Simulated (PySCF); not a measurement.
**WOOH: relaxation and vibrations of the quartet**

Aim: relax WOOH as a quartet from a linear start, check by its vibrations whether the end is a minimum, and collect its spectrum and constants.

Computed with PySCF 2.14.0. Level: PBE0, basis W def2-TZVP with ECP60, O def2-TZVP, H def2-TZVP, scalar-relativistic core potentials, no spin–orbit coupling, density fitting.

### Step 1. The system as given

4 atoms, charge 0, spin multiplicity 4.

Bond lengths: W1–O2 1.770 Å, W1–O3 2.000 Å, O3–H4 0.960 Å. Angles: O2–W1–O3 180.0°, W1–O3–H4 130.0°.

```xyz
4
charge 0 multiplicity 4
W     0.0000    0.0000    0.0000
O     0.0000    0.0000    1.7700
O     0.0000    0.0000   -2.0000
H     0.7354    0.0000   -2.6171
```

### Step 2. First SCF at the start

The steps below are one call of a driver around PySCF. For each, scf.py gives the equivalent set-up of the SCF; relaxations use the driver's own optimiser. After this first run the driver tries any further starts and a stability analysis.

File scf.py:

```python
from pyscf import gto, scf, dft
mol = gto.M(atom='''
W      0.000000     0.000000     0.000000
O      0.000000     0.000000     1.770000
O      0.000000     0.000000    -2.000000
H      0.735400     0.000000    -2.617100''',
    basis={'W': 'def2-TZVP', 'O': 'def2-TZVP', 'H': 'def2-TZVP'},
    ecp={'W': 'def2-TZVP'},
    charge=0, spin=3)
mf = dft.UKS(mol, xc='PBE0')
mf.grids.atom_grid = (50, 194)
aux = {'W': 'def2-universal-JKFIT', 'O': 'def2-universal-JKFIT', 'H': 'def2-universal-JKFIT'}
mf = mf.density_fit(auxbasis=aux)
mf.conv_tol = 1e-08
mf.diis_space = 10
mf.max_cycle = 60
mf.init_guess = 'minao'
mf.verbose = 4
mf.kernel()
```

Started as:

```console
$ OMP_NUM_THREADS=4 python axn.py task.json out
```

Log:

```text
init E= -198.930195978522
[... the frontier-level lines of each cycle are left out ...]
cycle= 1 E= -217.575769203931  delta_E= -18.6  |g|= 1.08  |ddm|= 5.35
cycle= 2 E= -209.62190508792  delta_E= 7.95  |g|= 3.74  |ddm|= 2.68
cycle= 3 E= -217.977315852113  delta_E= -8.36  |g|= 0.364  |ddm|= 2.47
cycle= 4 E= -217.979889928585  delta_E= -0.00257  |g|= 0.413  |ddm|= 0.573
cycle= 5 E= -218.036861830048  delta_E= -0.057  |g|= 0.142  |ddm|= 0.241
cycle= 6 E= -218.04487626362  delta_E= -0.00801  |g|= 0.0338  |ddm|= 0.0935
cycle= 7 E= -218.045461459029  delta_E= -0.000585  |g|= 0.0084  |ddm|= 0.0197
cycle= 8 E= -218.045570253811  delta_E= -0.000109  |g|= 0.00372  |ddm|= 0.0132
cycle= 9 E= -218.045604176943  delta_E= -3.39e-05  |g|= 0.0023  |ddm|= 0.00812
cycle= 10 E= -218.045617213285  delta_E= -1.3e-05  |g|= 0.000595  |ddm|= 0.00696
cycle= 11 E= -218.045617797058  delta_E= -5.84e-07  |g|= 0.000296  |ddm|= 0.00134
cycle= 12 E= -218.04561789689  delta_E= -9.98e-08  |g|= 0.00016  |ddm|= 0.000466
cycle= 13 E= -218.045617921129  delta_E= -2.42e-08  |g|= 2.75e-05  |ddm|= 0.000247
cycle= 14 E= -218.045617922008  delta_E= -8.8e-10  |g|= 7.6e-06  |ddm|= 5.39e-05
Extra cycle  E= -218.045617921878  delta_E= 1.3e-10  |g|= 2.11e-05  |ddm|= 1.83e-05
converged SCF energy = -218.045617921878  <S^2> = 3.8008084  2S+1 = 4.025324
```

This step, with its further starts and checks, ran for 13 s (4 threads of Arm Neoverse V1, shared host).

The starts that the driver tried:

```csv
start,energy (Eh)
the minimal-basis guess,-218.045618
a thermally smeared density,-218.045618
a smeared PBE density,-218.045618
```

The test of internal stability and the other starts found no lower solution of this spin.

### Step 3. Relaxation: linear start, quartet

The program finds Cs symmetry in the start, which this walk keeps.

Edit scf.py of step 2 so:

```diff
@@ -3,4 +3,4 @@
-W      0.000000     0.000000     0.000000
-O      0.000000     0.000000     1.770000
-O      0.000000     0.000000    -2.000000
-H      0.735400     0.000000    -2.617100''',
+W     -0.003416     0.000000     0.029115
+O     -0.003416     0.000000     1.799115
+O     -0.003416     0.000000    -1.970885
+H      0.731984     0.000000    -2.587985''',
@@ -17 +16,0 @@
-mf.init_guess = 'minao'
```

Steps of the walk:

```csv
step,energy (Eh),change (kJ/mol),largest symmetric gradient (Eh/bohr)
0,-218.045618,0.00,0.05548
1,-218.051478,-15.39,0.02420
2,-218.054201,-22.53,0.01504
3,-218.058163,-32.94,0.01680
4,-218.059430,-36.26,0.03029
5,-218.060107,-38.04,0.01370
6,-218.060288,-38.52,0.00361
7,-218.060360,-38.71,0.00255
8,-218.060549,-39.20,0.00425
9,-218.060806,-39.88,0.00628
10,-218.060979,-40.33,0.00600
11,-218.061131,-40.73,0.00106
12,-218.061125,-40.71,0.00353
13,-218.061151,-40.78,0.00083
14,-218.061153,-40.79,0.00033
15,-218.061154,-40.79,0.00014
```

The walk took 39 s.

It settles in Cs symmetry, 40.8 kJ/mol below the start, after 15 steps: O–H 0.956 Å, W–O 1.702 Å, W–O 1.901 Å; H–O–W 143.9°, O–W–O 147.8°.

### Step 4. Vibrations and properties at this point

On the finer grid the gradient is checked again; gradients at displacements of ±0.02 bohr then give force constants and infrared intensities.

Edit scf.py of step 3 so:

```diff
@@ -3,4 +3,4 @@
-W     -0.003416     0.000000     0.029115
-O     -0.003416     0.000000     1.799115
-O     -0.003416     0.000000    -1.970885
-H      0.731984     0.000000    -2.587985''',
+W     -0.077924     0.000000     0.029899
+O      0.488013     0.000000     1.634774
+O      0.342492     0.000000    -1.823800
+H      1.062588     0.000000    -2.452724''',
@@ -11 +11 @@
-mf.grids.atom_grid = (50, 194)
+mf.grids.atom_grid = (75, 302)
@@ -14 +14 @@
-mf.conv_tol = 1e-08
+mf.conv_tol = 1e-10
```

This SCF starts from the last density.

Log of the central SCF (cycles and frontier levels):

```text
init E= -218.061147054372
[... the frontier-level lines of each cycle are left out ...]
cycle= 1 E= -218.061147054371  delta_E= 3.98e-13  |g|= 1.35e-06  |ddm|= 1.43e-06
Extra cycle  E= -218.061147054367  delta_E= 3.87e-12  |g|= 3.64e-06  |ddm|= 2.39e-06
converged SCF energy = -218.061147054367  <S^2> = 3.7740866  2S+1 = 4.0120252
```

The whole step took 65 s.

Geometry: Cs; O–H 0.956 Å, W–O 1.702 Å, W–O 1.901 Å; H–O–W 143.9°, O–W–O 147.8°.

Modes, for the most abundant isotopes:

```tsv
symmetry	ω (cm⁻¹)	IR (km/mol)	μ (u)
a'	143	7.5	5.37
a''	452	102	1.25
a'	528	161	1.37
a'	705	109	5.78
a'	1025	164	16.84
a'	3951	201	1.07
```

All wavenumbers are real: a minimum.

Properties at this point:

```
Dipole moment                                                   : 3.04 D
Highest occupied level                                          : -6.50 eV
Lowest empty level                                              : -2.70 eV
Rotational constants                                            : 2.123, 0.165, 0.1531 cm⁻¹
Zero-point energy                                               : 40.7 kJ/mol
Principal polarisabilities                                      : 42.8, 45.5, 54.0 bohr³
Atomisation energy without zero-point energy                    : 1609 kJ/mol
Principal traceless quadrupole moments about the centre of mass : -9.01, 1.48, 7.53 D Å
Entropy at 298.15 K and 1 bar (electronic part: spin only)      : 302.4 J/(mol K)
Heat capacity Cp at 298.15 K                                    : 56.8 J/(mol K)
Enthalpy at 298.15 K above 0 K                                  : 13.24 kJ/mol
Rotational symmetry number                                      : 1
Spin squared ⟨S²⟩                                               : 3.774
```

Populations by atom (charges in e):

```
atom  Mulliken  Löwdin  polar tensor  spin (Mulliken)  Mayer order to W1
  W1      0.86    0.52          1.18             3.20                  –
  O2     -0.51   -0.32         -0.71            -0.16               2.18
  O3     -0.69   -0.36         -0.80            -0.05               1.02
  H4      0.34    0.16          0.33             0.00               0.02
```

Outer orbital energies (eV). α occupied: -11.03, -10.90, -10.03, -9.64, -9.59, -7.05, -6.75, -6.50; empty: -1.35, -0.93, 0.23, 0.28. β occupied: -27.96, -25.23, -15.06, -10.83, -10.71, -9.98, -9.63, -9.47; empty: -2.70, -1.49, -1.47, -0.25.

Mulliken populations on W1 (outside its core potential): s 2.78, p 6.29, d 3.97, f 0.10.

### Step 5. Results

```
                                          quantity                                                              value
                                           minimum                                                        quartet, Cs
                                          geometry  O–H 0.956 Å, W–O 1.702 Å, W–O 1.901 Å; H–O–W 143.9°, O–W–O 147.8°
                                wavenumbers (cm⁻¹)      143 (a'), 452 (a''), 528 (a'), 705 (a'), 1025 (a'), 3951 (a')
                                     dipole moment                                                             3.04 D
highest occupied, lowest empty level (either spin)                                                    -6.50, -2.70 eV
                         polar-tensor charge of W1                                                            +1.18 e
                                 zero-point energy                                                        40.7 kJ/mol
                               entropy at 298.15 K                                                    302.4 J/(mol K)
         atomisation energy (no zero-point energy)                                                        1609 kJ/mol
                                              ⟨S²⟩                                                              3.774
```

The linear start keeps its Cs symmetry and ends in a minimum. The strongest infrared band lies at 3951 cm⁻¹ (a'). Most of the spin sits on W1 (Mulliken spin 3.20, against 3 for the whole molecule). Only this shape and spin were tried, so other structures or states may lie lower. One determinant may miss the lowest occupation of an open d or f shell. Spin–orbit coupling, left out here, can matter for elements this heavy.

The search up to here took 2 min.
